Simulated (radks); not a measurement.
# Filling a hard-walled sphere of radius 3.6 bohr*, 16 to 22 electrons, part 2 of 2

radks, non-relativistic spin-polarised Kohn-Sham, PBE, spherically averaged shells. The steps go on from the part before.

**6. Electron number 20**

Candidate: add 1f up. Settings of this run:

```ini
kind = hard wall
xc = PBE
radius = 3.6  # bohr
z = 0  # e
electrons = 20
background = 0  # e
configuration = 1s2 1p6 1d10 1f(up 2, down 0)
```

From the run's result record (rounded, not every field):

```text
status: converged
energy_total [hartree]: 88.6422227
energy_kinetic [hartree]: 25.29074
energy_external [hartree]: 0.0
energy_hartree [hartree]: 72.39701
energy_xc [hartree]: -9.045526
energy_background [hartree]: 0.0
orbitals [level, occupation, hartree, mean radius in bohr]:
  - ["1s up", 1, 7.45522, 2.39522]
  - ["1p up", 3, 7.66318, 2.49617]
  - ["1d up", 5, 8.0189, 2.58179]
  - ["1f up", 2, 8.5027, 2.6529]
  - ["1s down", 1, 7.47934, 2.3854]
  - ["1p down", 3, 7.68962, 2.4903]
  - ["1d down", 5, 8.04735, 2.57809]
r2_mean [bohr^2]: 6.688166
mag [bohr magneton]: 2
err: 2.9e-10
```

Candidate: add 1f down. Changed: configuration = 1s2 1p6 1d10 1f(up 1, down 1).

Result:

```text
status: converged
energy_total [hartree]: 88.6572253
energy_kinetic [hartree]: 25.29142
energy_external [hartree]: 0.0
energy_hartree [hartree]: 72.39615
energy_xc [hartree]: -9.030344
energy_background [hartree]: 0.0
orbitals [level, occupation, hartree, mean radius in bohr]:
  - ["1s up", 1, 7.46687, 2.39061]
  - ["1p up", 3, 7.67591, 2.49344]
  - ["1d up", 5, 8.03257, 2.58008]
  - ["1f up", 1, 8.51711, 2.6518]
  - ["1s down", 1, 7.46687, 2.39061]
  - ["1p down", 3, 7.67591, 2.49344]
  - ["1d down", 5, 8.03257, 2.58008]
  - ["1f down", 1, 8.51711, 2.6518]
r2_mean [bohr^2]: 6.688375
mag [bohr magneton]: 0
err: 9.8e-10
```

Candidate: add 2s up. Changed: configuration = 1s2 1p6 1d10 2s(up 1, down 0) 1f(up 1, down 0).

Result:

```text
status: converged
energy_total [hartree]: 88.9352169
energy_kinetic [hartree]: 25.01325
energy_external [hartree]: 0.0
energy_hartree [hartree]: 72.87675
energy_xc [hartree]: -8.954781
energy_background [hartree]: 0.0
orbitals [level, occupation, hartree, mean radius in bohr]:
  - ["1s up", 1, 7.48715, 2.40669]
  - ["1p up", 3, 7.69285, 2.50728]
  - ["1d up", 5, 8.04494, 2.59037]
  - ["2s up", 1, 8.83853, 1.6003]
  - ["1f up", 1, 8.52512, 2.65918]
  - ["1s down", 1, 7.51371, 2.42824]
  - ["1p down", 3, 7.71347, 2.51185]
  - ["1d down", 5, 8.0637, 2.59]
r2_mean [bohr^2]: 6.552557
mag [bohr magneton]: 2
err: 8e-11
```

Candidate: move 1f up to 1f down: the same state as a run above.

| candidate | configuration | above the lowest (hartree*) |
| --- | --- | --- |
| add 1f up | 1s2 1p6 1d10 1f(up 2, down 0) | lowest |
| add 1f down | 1s2 1p6 1d10 1f(up 1, down 1) | 0.0150 |
| add 2s up | 1s2 1p6 1d10 2s(up 1, down 0) 1f(up 1, down 0) | 0.293 |
| move 1f up to 1f down | 1s2 1p6 1d10 1f(up 1, down 1) | 0.0150 |

Lowest: 1s2 1p6 1d10 1f(up 2, down 0).

From the same record, its empty bound levels (hartree) and its density (bohr, e/bohr³):

```text
empty: [["2s up", 8.8248], ["2p up", 9.4856], ["1g up", 9.1035], ["2d up", 10.278], ["2s down", 8.8332], ["1f down", 8.5327], ["2p down", 9.4968], ["1g down", 9.1348], ["2d down", 10.291]]
r: [0.1034, 0.2826, 0.4617, 0.6408, 0.8199, 0.9991, 1.178, 1.357, 1.536, 1.716, 1.895, 2.074, 2.253, 2.432, 2.611, 2.79, 2.969, 3.149, 3.328, 3.507]
n: [0.006489, 0.007356, 0.00926, 0.01258, 0.01786, 0.02586, 0.03737, 0.0532, 0.07383, 0.09927, 0.128, 0.1573, 0.1826, 0.1977, 0.1962, 0.1737, 0.131, 0.07737, 0.03023, 0.003556]
```

**7. N = 21**

Candidate: add 1f up. Settings of this run:

```ini
kind = hard wall
xc = PBE
radius = 3.6  # bohr
z = 0  # e
electrons = 21
background = 0  # e
configuration = 1s2 1p6 1d10 1f(up 3, down 0)
```

From the run's result record (rounded, not every field):

```text
status: converged
energy_total [hartree]: 97.3084105
energy_kinetic [hartree]: 27.47937
energy_external [hartree]: 0.0
energy_hartree [hartree]: 79.48511
energy_xc [hartree]: -9.656063
energy_background [hartree]: 0.0
orbitals [level, occupation, hartree, mean radius in bohr]:
  - ["1s up", 1, 7.79163, 2.4092]
  - ["1p up", 3, 7.9965, 2.50606]
  - ["1d up", 5, 8.349, 2.58922]
  - ["1f up", 3, 8.82973, 2.65874]
  - ["1s down", 1, 7.82701, 2.3957]
  - ["1p down", 3, 8.03505, 2.49798]
  - ["1d down", 5, 8.39029, 2.58414]
r2_mean [bohr^2]: 6.750026
mag [bohr magneton]: 3
err: 2.4e-10
```

Candidate: add 1f down. Changed: configuration = 1s2 1p6 1d10 1f(up 2, down 1).

Result:

```text
status: converged
energy_total [hartree]: 97.3373145
energy_kinetic [hartree]: 27.48056
energy_external [hartree]: 0.0
energy_hartree [hartree]: 79.4836
energy_xc [hartree]: -9.626848
energy_background [hartree]: 0.0
orbitals [level, occupation, hartree, mean radius in bohr]:
  - ["1s up", 1, 7.80268, 2.4052]
  - ["1p up", 3, 8.00849, 2.5037]
  - ["1d up", 5, 8.3618, 2.58776]
  - ["1f up", 2, 8.84316, 2.6578]
  - ["1s down", 1, 7.81444, 2.40075]
  - ["1p down", 3, 8.02129, 2.50104]
  - ["1d down", 5, 8.3755, 2.58609]
  - ["1f down", 1, 8.85757, 2.65671]
r2_mean [bohr^2]: 6.750365
mag [bohr magneton]: 1
err: 1.8e-10
```

Candidate: add 2s up. Changed: configuration = 1s2 1p6 1d10 2s(up 1, down 0) 1f(up 2, down 0).

Result:

```text
status: converged
energy_total [hartree]: 97.623506
energy_kinetic [hartree]: 27.20203
energy_external [hartree]: 0.0
energy_hartree [hartree]: 79.97379
energy_xc [hartree]: -9.552313
energy_background [hartree]: 0.0
orbitals [level, occupation, hartree, mean radius in bohr]:
  - ["1s up", 1, 7.82271, 2.42056]
  - ["1p up", 3, 8.02539, 2.517]
  - ["1d up", 5, 8.37434, 2.59768]
  - ["2s up", 1, 9.18704, 1.59672]
  - ["1f up", 2, 8.85153, 2.66492]
  - ["1s down", 1, 7.86081, 2.43751]
  - ["1p down", 3, 8.05869, 2.51923]
  - ["1d down", 5, 8.40659, 2.59597]
r2_mean [bohr^2]: 6.619367
mag [bohr magneton]: 3
err: 1.9e-09
```

Candidate: move 1f up to 1f down: the same state as a run above.

| candidate | configuration | above the lowest (hartree*) |
| --- | --- | --- |
| add 1f up | 1s2 1p6 1d10 1f(up 3, down 0) | lowest |
| add 1f down | 1s2 1p6 1d10 1f(up 2, down 1) | 0.0289 |
| add 2s up | 1s2 1p6 1d10 2s(up 1, down 0) 1f(up 2, down 0) | 0.315 |
| move 1f up to 1f down | 1s2 1p6 1d10 1f(up 2, down 1) | 0.0289 |

Lowest: 1s2 1p6 1d10 1f(up 3, down 0).

**8. N = 22**

Candidate: add 1f up. Settings of this run:

```ini
kind = hard wall
xc = PBE
radius = 3.6  # bohr
z = 0  # e
electrons = 22
background = 0  # e
configuration = 1s2 1p6 1d10 1f(up 4, down 0)
```

From the run's result record (rounded, not every field):

```text
status: converged
energy_total [hartree]: 106.301779
energy_kinetic [hartree]: 29.68342
energy_external [hartree]: 0.0
energy_hartree [hartree]: 86.90057
energy_xc [hartree]: -10.28221
energy_background [hartree]: 0.0
orbitals [level, occupation, hartree, mean radius in bohr]:
  - ["1s up", 1, 8.12774, 2.42241]
  - ["1p up", 3, 8.32975, 2.51547]
  - ["1d up", 5, 8.67921, 2.59633]
  - ["1f up", 4, 9.15704, 2.66433]
  - ["1s down", 1, 8.17395, 2.40582]
  - ["1p down", 3, 8.3798, 2.50554]
  - ["1d down", 5, 8.73262, 2.59009]
r2_mean [bohr^2]: 6.807792
mag [bohr magneton]: 4
err: 3.7e-10
```

Candidate: add 1f down. Changed: configuration = 1s2 1p6 1d10 1f(up 3, down 1).

Result:

```text
status: converged
energy_total [hartree]: 106.343687
energy_kinetic [hartree]: 29.685
energy_external [hartree]: 0.0
energy_hartree [hartree]: 86.89858
energy_xc [hartree]: -10.23989
energy_background [hartree]: 0.0
orbitals [level, occupation, hartree, mean radius in bohr]:
  - ["1s up", 1, 8.13829, 2.4189]
  - ["1p up", 3, 8.34111, 2.5134]
  - ["1d up", 5, 8.69128, 2.59506]
  - ["1f up", 3, 9.16964, 2.66353]
  - ["1s down", 1, 8.16129, 2.41073]
  - ["1p down", 3, 8.366, 2.50852]
  - ["1d down", 5, 8.71782, 2.592]
  - ["1f down", 1, 9.19749, 2.66154]
r2_mean [bohr^2]: 6.808211
mag [bohr magneton]: 2
err: 2.1e-10
```

Candidate: add 2s up. Changed: configuration = 1s2 1p6 1d10 2s(up 1, down 0) 1f(up 3, down 0).

Result:

```text
status: converged
energy_total [hartree]: 106.638389
energy_kinetic [hartree]: 29.40644
energy_external [hartree]: 0.0
energy_hartree [hartree]: 87.39804
energy_xc [hartree]: -10.1661
energy_background [hartree]: 0.0
orbitals [level, occupation, hartree, mean radius in bohr]:
  - ["1s up", 1, 8.15807, 2.43367]
  - ["1p up", 3, 8.35793, 2.52626]
  - ["1d up", 5, 8.70393, 2.60466]
  - ["2s up", 1, 9.53529, 1.59352]
  - ["1f up", 3, 9.17828, 2.67042]
  - ["1s down", 1, 8.20719, 2.44661]
  - ["1p down", 3, 8.40323, 2.52648]
  - ["1d down", 5, 8.74886, 2.60183]
r2_mean [bohr^2]: 6.681703
mag [bohr magneton]: 4
err: 1.4e-09
```

Candidate: move 1f up to 1f down: the same state as a run above.

| candidate | configuration | above the lowest (hartree*) |
| --- | --- | --- |
| add 1f up | 1s2 1p6 1d10 1f(up 4, down 0) | lowest |
| add 1f down | 1s2 1p6 1d10 1f(up 3, down 1) | 0.0419 |
| add 2s up | 1s2 1p6 1d10 2s(up 1, down 0) 1f(up 3, down 0) | 0.337 |
| move 1f up to 1f down | 1s2 1p6 1d10 1f(up 3, down 1) | 0.0419 |

Lowest: 1s2 1p6 1d10 1f(up 4, down 0).

From the same record, its empty bound levels (hartree) and its density (bohr, e/bohr³):

```text
empty: [["2s up", 9.5229], ["2p up", 10.178], ["1g up", 9.7522], ["2d up", 10.964], ["2s down", 9.5396], ["1f down", 9.2131], ["2p down", 10.199], ["1g down", 9.8104], ["2d down", 10.991]]
r: [0.1044, 0.2834, 0.4625, 0.6416, 0.8207, 0.9998, 1.179, 1.358, 1.537, 1.716, 1.895, 2.074, 2.253, 2.432, 2.611, 2.791, 2.97, 3.149, 3.328, 3.507]
n: [0.005751, 0.006542, 0.008285, 0.01134, 0.01627, 0.02385, 0.03504, 0.05081, 0.07197, 0.09872, 0.1302, 0.1636, 0.1943, 0.2151, 0.218, 0.1966, 0.151, 0.09074, 0.03582, 0.004239]
```

**9. Trends over these counts**

| N | configuration | unpaired | chemical potential (hartree*) | addition energy (hartree*) | rms radius (bohr*) |
| --- | --- | --- | --- | --- | --- |
| 16 | 1s2 1p6 1d(up 5, down 3) | 2 | 6.529 | 0.332 | 2.53 |
| 17 | 1s2 1p6 1d(up 5, down 4) | 1 | 6.861 | 0.332 | 2.55 |
| 18 | 1s2 1p6 1d10 | 0 | 7.193 | 0.820 | 2.56 |
| 19 | 1s2 1p6 1d10 1f(up 1, down 0) | 1 | 8.013 | 0.326 | 2.57 |
| 20 | 1s2 1p6 1d10 1f(up 2, down 0) | 2 | 8.339 | 0.327 | 2.59 |
| 21 | 1s2 1p6 1d10 1f(up 3, down 0) | 3 | 8.666 | 0.327 | 2.60 |
| 22 | 1s2 1p6 1d10 1f(up 4, down 0) | 4 | 8.993 | - | 2.61 |

Chemical potential E(N) - E(N-1); addition energy E(N+1) + E(N-1) - 2E(N).

Density of N = 22:

r (bohr*), 1000 × density and a bar:
```
     0.10       5.75 #
     0.37       7.28 #
     0.64      11.34 ##
     0.91      19.67 ###
     1.18      35.04 #####
     1.45      60.63 ########
     1.72      98.72 ##############
     1.99     147.00 ####################
     2.25     194.30 ###########################
     2.52     219.22 ##############################
     2.79     196.64 ###########################
     3.06     121.74 #################
     3.33      35.82 #####
     3.60       0.04
```

**10. Results**

This closing draws on all 2 parts.

| quantity | value |
| --- | --- |
| closed shells at N | 18 |
| largest addition energy | 0.820 hartree* at N = 18 (of N = 16 to 21) |
| most unpaired electrons | 4 at N = 22 |
| configuration at N = 22 | 1s2 1p6 1d10 1f(up 4, down 0) |

In words: Shells close at N = 18, and the second difference peaks there. Among the lowest states kept at each count, up to 4 electrons are unpaired (N = 22), since exchange favours parallel spins. Only a few candidates are tried at each count, so a lower state may have been missed.
